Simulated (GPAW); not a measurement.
**revPBE/dzp (scalar-relativistic datasets) run of CH4Zn (SMILES [CH3][ZnH])**

We compute ionisation energies of CH4Zn. Input form: an ASE script.

The results are computed with GPAW 26.7.0.

4 further runs of the same task are left out: 1 that didn't finish, 3 set aside as unsound or not needed. Runs told in other sessions of the task aren't counted.

### Step 1. Starting point

CH4Zn: 6 atoms, total charge 0, spin state singlet. As SMILES, `[CH3][ZnH]`. The shape comes from GFN2-xTB, which is rough for such elements, and wasn't checked as a minimum.

Bond lengths: C1–Zn2 2.008 Å, C1–H3 1.087 Å, C1–H4 1.087 Å, C1–H5 1.087 Å, Zn2–H6 1.541 Å. Angles: C1–Zn2–H6 179.7°, Zn2–C1–H3 112.6°, Zn2–C1–H4 112.6°, Zn2–C1–H5 112.5°, H3–C1–H4 106.2°, H3–C1–H5 106.2°, H4–C1–H5 106.2°.

### Step 2. Ionisation energies at revPBE/dzp (scalar-relativistic datasets)

calc.py

```python
from ase import Atoms
from gpaw import GPAW

# Structure
atoms = Atoms('CZnHHHH',
    positions=[[ -0.178160,  -0.412960,  -0.559060],
               [  0.322700,   0.738560,   1.007470],
               [  0.590760,  -1.140830,  -0.806130],
               [ -1.088830,  -0.980150,  -0.385660],
               [ -0.348840,   0.166680,  -1.463090],
               [  0.702370,   1.628690,   2.206470]])
atoms.center(vacuum=4.5)

energies = {}
for name, charge, unpaired in [('neutral', 0, 0), ('oxidised', 1, 1)]:
    atoms.set_initial_magnetic_moments([unpaired / len(atoms)] * len(atoms))
    calc = GPAW(mode='lcao',
                basis='dzp',
                h=0.22,
                xc='revPBE',
                charge=charge,
                occupations={'name': 'fermi-dirac', 'width': 0.0, 'fixmagmom': unpaired > 0},
                maxiter=100,
                symmetry='off',
                txt='-')
    atoms.calc = calc
    energies[name] = atoms.get_potential_energy()
    print(f'{name:10} {energies[name]:12.5f} eV')

ip = energies['oxidised'] - energies['neutral']
print(f'Vertical IP             {ip:.3f} eV')
```

Command:

```bash
$ python3 -u calc.py | tee calc.out
```

The program printed:

```text
[...]
Number of symmetries: 1
[...]
  Number of IBZ points: 1
[...]
basis functions: 54
Spin-components: 1 (collinear spins)
Bands:           16
[...]
  Valence electrons: 20.0
[...]
  Grid points: [48 52 56]
  Charge: 0.0  # |e|
[...]
    cutoffs:
[...]
occupation numbers:
  # Zero width
[...]
xc functional:
  name: revPBE with 2 nearest neighbor stencil
[...]
|iter     |     time |      energy | eigst |  dens |
[...]
|iter:   1| 00:00:02 |  -23.680655 |      c|       |
[...]
Converged in 9 steps
[...]
dipole moment: (-0.019513, -0.049382, -0.064676)  # |e|*Ang
Fermi level: -3.511
[...]
|iter:  12| 00:00:14 |  -11.850286c|      c| -4.43c|  +1.0000|
Converged in 12 steps
[...]
Energy contributions relative to reference atoms: (reference = -49945.028353)
Energy contributions:
  Kinetic:          12.056105
  Coulomb:         -11.387758
  Zero:              0.180505
  External:          0.000000
  Xc:              -12.699138
  Entropy:           0.000000
  Spinorbit:         0.000000
  ----------------------------
  Free energy:     -11.850286
  Extrapolated:    -11.850286
[...]
Total magnetic moment: (0.000000, 0.000000, 1.000022)
Local magnetic moments
|        x |        y |        z |
|----------|----------|----------|
| 0.000000 | 0.000000 | 0.180781 |  # C    0
| 0.000000 | 0.000000 | 0.142680 |  # Zn   1
| 0.000000 | 0.000000 | 0.004799 |  # H    2
| 0.000000 | 0.000000 | 0.004783 |  # H    3
| 0.000000 | 0.000000 | 0.004755 |  # H    4
| 0.000000 | 0.000000 | 0.124387 |  # H    5
Fermi levels: -9.865, -13.806
Eigenvalues  # (at kpt = [0.000, 0.000, 0.000])
| band index |      eig [eV] | occ [0-1] |      eig [eV] | occ [0-1] |
|------------|---------------|-----------|---------------|-----------|
|          0 |       -23.975 |     1.000 |       -23.380 |     1.000 |
|        ... |               |           |               |           |
|          2 |       -18.195 |     1.000 |       -18.139 |     1.000 |
|          3 |       -18.194 |     1.000 |       -18.138 |     1.000 |
|          4 |       -17.951 |     1.000 |       -17.968 |     1.000 |
|          5 |       -17.950 |     1.000 |       -17.968 |     1.000 |
|          6 |       -16.072 |     1.000 |       -15.882 |     1.000 |
|          7 |       -16.065 |     1.000 |       -15.875 |     1.000 |
|          8 |       -15.390 |     1.000 |       -14.733 |     1.000 |
|          9 |       -14.585 |     1.000 |       -13.027 |     0.000 |
|         10 |        -6.703 |     0.000 |        -6.641 |     0.000 |
|         11 |        -6.702 |     0.000 |        -6.641 |     0.000 |
[...]
Gap: 6.325 eV
Transition (v -> c):
  (s=1, k=0, n=9, [0.00, 0.00, 0.00]) -> (s=0, k=0, n=10, [0.00, 0.00, 0.00])
No difference between direct/indirect transitions
vacuum-level: 0.000  # V
oxidised      -11.85029 eV
Vertical IP             9.647 eV
```

Wall time 15 s (1 thread of Arm Neoverse V2, shared host); peak memory 0.61 GiB.

### Step 3. What came out

Level: revPBE/dzp (scalar-relativistic datasets).

| quantity | value |
| --- | --- |
| first ionisation energy | 9.65 eV |
